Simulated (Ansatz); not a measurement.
# Ti: a line through a two-coordinate scan

An exercise on one series of results from a longer session: the logs are not shown, and one member is left open.

This is Ti in the bcc structure; at room conditions it is hcp.

Computed with Ansatz 0.2.0 (DFT PBEsol, scalar-relativistic, plane waves, PAW, unless a step's input says otherwise).

28 further runs of the same task are left out: 28 set aside as unsound or not needed.

## Starting point

The structure is cubic, space group Im-3m (No. 229). The conventional cell has a = 3.210 Å, b = 3.210 Å, c = 3.210 Å, α = 90.00°, β = 90.00°, γ = 90.00°. Ti (site symmetry m-3m) has 8 Ti at 2.78 Å as nearest neighbours.

Coordinates:

```cif
data_structure
_symmetry_space_group_name_H-M 'Im-3m'
_symmetry_Int_Tables_number 229
_cell_length_a 3.2102
_cell_length_b 3.2102
_cell_length_c 3.2102
_cell_angle_alpha 90.000
_cell_angle_beta 90.000
_cell_angle_gamma 90.000
_cell_volume 33.08
loop_
_atom_site_label
_atom_site_type_symbol
_atom_site_symmetry_multiplicity
_atom_site_Wyckoff_symbol
_atom_site_fract_x
_atom_site_fract_y
_atom_site_fract_z
_atom_site_occupancy
Ti1 Ti 2 a 0.00000 0.00000 0.00000 1
```

This cell was relaxed beforehand with the same method: volume 16.54 Å³/atom, gap on the mesh none (metal).

## Plan of the line

The energy is mapped over volume and a fixed ferromagnetic moment.

First coordinate, volume per atom: 7 values from 13.56 to 19.52 Å³. Second coordinate, total spin moment of the cell, held fixed: 9 values from 0.000 to 1.000 μB.

Nothing else is relaxed (shape and fractional coordinates fixed). Points are written as (first, second).

Set-up of the first run:

The input, input.yaml:

```yaml
crystal:
  lattice:
    - [-1.5023666344, 1.5023666344, 1.5023666344]
    - [1.5023666344, -1.5023666344, 1.5023666344]
    - [1.5023666344, 1.5023666344, -1.5023666344]
  atoms:
    - { symbol: Ti, position: [0.0, 0.0, 0.0], spin: 0.5 }
basis:
  ecutwfc: 520.0
kpoints:
  mp_grid: { grid: [22, 22, 22] }
hamiltonian:
  xc: pbesol
  pseudopotentials: { kind: paw }
scf:
  occupations: { method: gaussian, width: 0.15 }
  lower_state_search: "off"
output:
  forces: true
  stress: true
  eigenvalues: true
  populations: true
magnetization:
  spin_polarized: true
  initial_magnetization: 0.5
  spin_locking: { lock_magnetization: hard }
```

Started as:

```bash
ansatz run input.yaml --threads 1 --pin off --max-ram 2048MiB --backend cpu --events-out ev --progress --plain --runs-dir out
```

Among the steps run: Grid point (13.56 Å³, 0.500 μB); Point (15.55 Å³, 0.500 μB); The run at (16.54 Å³, 0.500 μB); The run at (17.53 Å³, 0.500 μB); The run at (18.53 Å³, 0.500 μB); Grid point (19.52 Å³, 0.500 μB).

One of the session's tables, all rows but one given; the rest of the session is left out.

```
volume per atom (Å³)  energy (meV/atom)  pressure (GPa)
               13.56                267            32.1
               14.56                  ?               ?
               15.55                 28             8.6
               16.54                  0             0.8
               17.53                 15            −5.3
               18.53                 63           −10.0
               19.52                137           −13.6
```

Q: Estimate the row for volume per atom (Å³) = 14.56 from the others.

Worked estimate for «energy (meV/atom)». A straight line through the neighbours (13.56, 267) and (15.55, 28) gives 267 + (28 − 267) × (14.56 − 13.56) / (15.55 − 13.56) = 147; a parabola fitted to 3 rows on both sides gives 116.

**Answer.** energy (meV/atom): 111; pressure (GPa): 18.8. In «energy (meV/atom)» the line misses by +36 and the parabola by +5.

Energies count from the lowest point of the line. Rows without a step come from runs not printed here or follow by symmetry.

Along the line the energy is lowest at 16.54 Å³. Three points round the minimum, joined by a parabola, put the minimum at 16.693 Å³, with a curvature of about 44 meV/atom per (Å³)². The well is lopsided: two grid steps out, the energy rises by 111 meV/atom towards smaller values and 63 meV/atom towards larger ones. The highest point computed, at 13.56 Å³, lies 267 meV/atom above the lowest.

Caveats from the session: Warnings in the runs' records: stress scf threshold loose.
